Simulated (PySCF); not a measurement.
**C₄H₁₀AlBrO: electronic excitations**

What electronic excitations should C₄H₁₀AlBrO (`CCCC[O][AlH][Br]`) show?

The runs use PySCF 2.14.0, with density-fitted response routines of our own; the level of theory stands in each step. All values are computed, except where a source is named. Atoms are numbered from 0 throughout.

### Step 1. The starting structure

17 atoms, charge 0, multiplicity 1; geometry from: GFN2-xTB.

Bonds of the start (Å): C0–C1 1.52, C1–C2 1.53, C2–C3 1.53, C3–O4 1.40, O4–Al5 1.64, Al5–Br6 2.25, C0–H7 1.09, C0–H8 1.09, C0–H9 1.09, C1–H10 1.09, C1–H11 1.09, C2–H12 1.09, C2–H13 1.09, C3–H14 1.10, C3–H15 1.10, Al5–H16 1.51.

### Step 2. Excited states and response: wB97X-D/def2-SVPD

Job settings and geometry (Å):

```
{"job": {"kind": "uv", "xc": "wB97X-D", "basis": "def2-SVPD", "nstates": 8, "ntriplets": 3}, "charge": 0, "multiplicity": 1}
C     -1.998542    -1.400964     0.039915
C     -0.761219    -0.747787     0.641702
C     -0.739996     0.759906     0.399094
C      0.509001     1.424376     0.975041
O      1.669023     0.975508     0.330972
Al     2.932989     0.378357    -0.519632
Br     3.439241    -1.807890    -0.667286
H     -1.987603    -2.472925     0.221526
H     -2.903051    -0.985989     0.480358
H     -2.035943    -1.236216    -1.034952
H      0.132874    -1.198320     0.199518
H     -0.733129    -0.939980     1.716889
H     -0.773527     0.957952    -0.675703
H     -1.614801     1.223136     0.859815
H      0.593566     1.197039     2.043802
H      0.444490     2.511415     0.851611
H      3.819631     1.374412    -1.223119
```

Level: TDDFT wB97X-D/def2-SVPD, vertical, gas phase, core orbitals frozen in the response.

Started as:

```
$ OMP_NUM_THREADS=1 python probes_run.py task.json out
```

The driver reads the jobs from task.json and runs them one after another.

What it wrote:

```text
coarse grid: 64304 points
cycle   1  E = -3049.6852811469  dE = -3.726e-01  |g| = 7.426e-01  |ddm| = 6.170e+00
cycle   2  E = -3049.6351216000  dE =  5.016e-02  |g| = 9.505e-01  |ddm| = 2.428e+00
cycle   3  E = -3049.8005826554  dE = -1.655e-01  |g| = 7.117e-02  |ddm| = 9.544e-01
cycle   4  E = -3049.8017818193  dE = -1.199e-03  |g| = 3.058e-02  |ddm| = 1.793e-01
cycle   5  E = -3049.8020373241  dE = -2.555e-04  |g| = 6.313e-03  |ddm| = 6.571e-02
cycle   6  E = -3049.8020468970  dE = -9.573e-06  |g| = 1.133e-03  |ddm| = 1.597e-02
final grid: 134728 points
cycle   7  E = -3049.8014681828  dE = -1.846e-06  |g| = 6.738e-04  |ddm| = 1.668e-02
cycle   8  E = -3049.8014683007  dE = -1.179e-07  |g| = 4.796e-04  |ddm| = 3.234e-03
cycle   9  E = -3049.8014683546  dE = -5.391e-08  |g| = 1.016e-04  |ddm| = 1.112e-03
cycle  10  E = -3049.8014683586  dE = -4.067e-09  |g| = 6.458e-05  |ddm| = 4.358e-04
cycle  11  E = -3049.8014683597  dE = -1.055e-09  |g| = 1.359e-05  |ddm| = 1.372e-04
cycle  12  E = -3049.8014683598  dE = -8.049e-11  |g| = 3.564e-06  |ddm| = 4.860e-05
converged SCF energy = -3049.8014683598

Static polarisability (au): isotropic 97.643, principal 83.348 101.874 107.706

Singlet excitations
state   eV       nm        f      main configurations
  1   6.3829    194.2   0.00300   H->L 0.89
  2   6.6601    186.2   0.00383   H-2->L 0.64, H-1->L 0.29
  3   6.9409    178.6   0.00632   H-1->L 0.32, H->L+1 0.28, H-2->L 0.17
  4   7.1398    173.7   0.04008   H-1->L+1 0.62, H-1->L+2 0.10
  5   7.1771    172.7   0.11302   H->L+1 0.24, H-1->L 0.23, H-2->L+1 0.20
  6   7.2305    171.5   0.06155   H-2->L+1 0.48, H->L+1 0.20, H-2->L+2 0.09
  7   7.4864    165.6   0.06408   H-3->L 0.84
  8   7.6396    162.3   0.03495   H-3->L+1 0.50, H-4->L 0.13

Triplet excitations (Tamm-Dancoff, eV): 6.1492 6.4650 6.5229
```

Wall time 2.1 min (1 thread of Arm Neoverse N1, shared host); peak memory 1.1 GiB.

Frontier orbitals and where they lie:

```tsv
orbital	eV	atoms
HOMO−3	-10.76	Br6 57 %, O4 15 %, Al5 9 %
HOMO−2	-10.34	Br6 69 %, O4 10 %, Al5 9 %
HOMO−1	-10.28	Br6 44 %, O4 25 %, C3 8 %
HOMO	-10.02	O4 43 %, C3 14 %, Br6 9 %
LUMO	0.96	Al5 49 %, Br6 21 %, O4 15 %
LUMO+1	1.18	Al5 63 %, Br6 17 %, O4 5 %
LUMO+2	2.01	Al5 41 %, Br6 20 %, H16 13 %
```

With each of the 8 states as a Gaussian band of 0.4 eV half-width at 1/e, the curve within the window shown has maxima at 171 nm (ε 11,000) L/(mol cm). Beyond the last state computed it falls off for lack of states. The curve at chosen wavelengths:

| nm | ε (L/mol/cm) |
| --- | --- |
| 156 | 1784 |
| 158 | 2915 |
| 161 | 5142 |
| 163 | 6821 |
| 165 | 8455 |
| 168 | 10339 |
| 170 | 10915 |
| 172 | 10807 |
| 175 | 9447 |
| 177 | 7993 |
| 179 | 6380 |
| 182 | 4124 |
| 184 | 2918 |
| 186 | 1999 |
| 188 | 1343 |
| 191 | 739 |
| 193 | 506 |
| 195 | 357 |
| 198 | 222 |
| 200 | 165 |
| 202 | 123 |
| 205 | 78 |
| 207 | 56 |
| 209 | 40 |
| 212 | 22 |
| 214 | 15 |

Further results of this job:

```tsv
property	computed
dipole moment (D)	2.05
polarisability (Å³)	14.47
HOMO–LUMO gap (eV)	10.98
−ε(HOMO) (eV)	10.02
```

### Step 3. Results

```
                                quantity                        value
      lowest singlet (wB97X-D/def2-SVPD)  6.38 eV (194 nm), f = 0.003
brightest single state of those computed  state 5, 7.18 eV, f = 0.113
                          lowest triplet                      6.15 eV
```

The lowest singlet, at 6.38 eV, is HOMO→LUMO 0.89 and is weak; of the 8 states computed, the strongest absorption comes from state 5 at 7.18 eV. The lowest triplet lies 0.23 eV below the lowest singlet (triplets in Tamm-Dancoff, singlets in full TDDFT).
